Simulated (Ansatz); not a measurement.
# Cl4FH3W: the cost of one run

Program: Ansatz 0.2.0. Level of theory: RKS PBE0/def2-SVP. These are calculated values, not measurements.

### Step 1. Starting point

Bond lengths: W1–H2 2.070 Å, W1–F3 1.850 Å, W1–H4 1.720 Å, W1–Cl5 2.390 Å, W1–Cl6 2.390 Å, W1–Cl7 2.390 Å, W1–Cl8 2.690 Å, Cl5–Cl8 1.945 Å. Angles (14 of 23 angles, heavy atoms first): F3–W1–Cl5 180.0°, F3–W1–Cl6 90.0°, F3–W1–Cl7 90.0°, F3–W1–Cl8 135.5°, Cl5–W1–Cl6 90.0°, Cl5–W1–Cl7 90.0°, Cl5–W1–Cl8 44.5°, Cl6–W1–Cl7 90.0°, Cl6–W1–Cl8 128.8°, Cl7–W1–Cl8 108.4°, W1–Cl5–Cl8 75.9°, W1–Cl8–Cl5 59.5°, H2–W1–F3 90.0°, H2–W1–Cl5 90.0°.

Structure file:

```xyz
9

W     0.0000    0.0000    0.0000
H     0.0000    0.0000    2.0700
F     1.8500    0.0000    0.0000
H     0.0000    1.7200    0.0000
Cl   -2.3900    0.0000    0.0000
Cl    0.0000   -2.3900    0.0000
Cl    0.0000    0.0000   -2.3900
Cl   -1.9177    1.6850    0.8482
H    -0.7737    0.6798    2.0759
```

### Step 2. A restrained relaxation towards end A

Springs on the bonds that form and break draw the guess towards this end; the thresholds are loose.

Input file input.yaml:

```yaml
crystal:
  periodic: [false, false, false]
  atoms:
    - { symbol: W, position_ang: [0.0, 0.0, 0.0] }
    - { symbol: H, position_ang: [0.0, 0.0, 2.07] }
    - { symbol: F, position_ang: [1.85, 0.0, 0.0] }
    - { symbol: H, position_ang: [0.0, 1.72, 0.0] }
    - { symbol: Cl, position_ang: [-2.39, 0.0, 0.0] }
    - { symbol: Cl, position_ang: [0.0, -2.39, 0.0] }
    - { symbol: Cl, position_ang: [0.0, 0.0, -2.39] }
    - { symbol: Cl, position_ang: [-1.9177, 1.685, 0.8482] }
    - { symbol: H, position_ang: [-0.7737, 0.6798, 2.0759] }
basis:
  gaussian: { orbitals: def2-SVP }
hamiltonian:
  xc: pbe0
relax:
  f_tol: 0.15
  max_steps: 25
  restrain:
    - { distance: [0, 7], at: 3.59, k: 30.0 }
    - { distance: [8, 1], at: 1.86, k: 30.0 }
    - { distance: [0, 1], at: 1.72, k: 30.0 }
    - { distance: [8, 7], at: 1.37, k: 30.0 }
```

On the command line:

```bash
$ ansatz run input.yaml --threads 4 --pin off --max-ram 5120MiB --backend cpu --events-out ev --progress --plain --runs-dir out
```

**Question.** How long does this run take on 4 threads of Arm Neoverse V2, shared host, and how much memory does it need?

About 56 s, with a peak of 0.42 GiB.
